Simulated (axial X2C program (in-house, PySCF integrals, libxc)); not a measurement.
# NSeO²⁺: bond lengths and stretches, held linear

An exercise on one series of results from a longer session: the logs are not shown, and one member is left open.

The runs use an in-house X2C program for linear molecules on PySCF integrals; all-electron X2C, two-component (2c) or spin-free, N dyall-av3z, Se dyall-v3z, O dyall-av3z.

All values are calculated.

2 further runs of the same task are left out: 2 set aside as unsound or not needed.

The first run:

The input, task.json:

```json
{"zs": [7, 34, 8], "q": 2, "bas": ["dyall-av3z", "dyall-v3z", "dyall-av3z"], "r0": [1.67, 1.64], "symm": 0, "scan": ["PBE0", "HF", "B3LYP"], "levels": ["PBE0", "HF", "BHandHLYP"], "nst": 2}
```

Keys: zs atomic numbers; q charge; bas basis sets; r0 starting distance in Å; symm equal bonds; scan levels of the two-bond scan; levels methods; nst determinants followed.

The run is started by

```
$ python solin.py task.json out
```

Masses N 14.003, Se 79.917, O 15.995 u.

Steps of the session up to this table: Scan at PBE0, 2c; Scan at B3LYP, 2c; Scan at PBE0, spin-free.

One table of the session follows, with a row left open; its other results are not shown here.

| level | r(N–Se) (Å) | r(Se–O) (Å) | lower stretch (cm⁻¹) | upper stretch (cm⁻¹) |
| --- | --- | --- | --- | --- |
| PBE0, 2c | 1.763 | 1.579 | 414.3 | 925.7 |
| B3LYP, 2c | 1.798 | 1.588 | 337.6 | 915.6 |
| PBE0, spin-free | ? | ? | ? | ? |
| B3LYP, spin-free | 1.771 | 1.592 | 442.9 | 891.7 |

Q: Estimate the row for PBE0, spin-free from the others.

The run gave: r(N–Se) (Å): 1.741; r(Se–O) (Å): 1.582; lower stretch (cm⁻¹): 475.0; upper stretch (cm⁻¹): 898.4. In the column «r(N–Se) (Å)» it is the lowest.

Scans not shown above were run alike.

The lower stretch spreads by more than a fifth over the levels, so it depends strongly on the method. A multiply charged ion may be only metastable. The molecule was held linear; bending was not examined, so a bent shape may lie lower. Note: functional without a current term on a determinant with orbital currents, of the molecule or an atom.
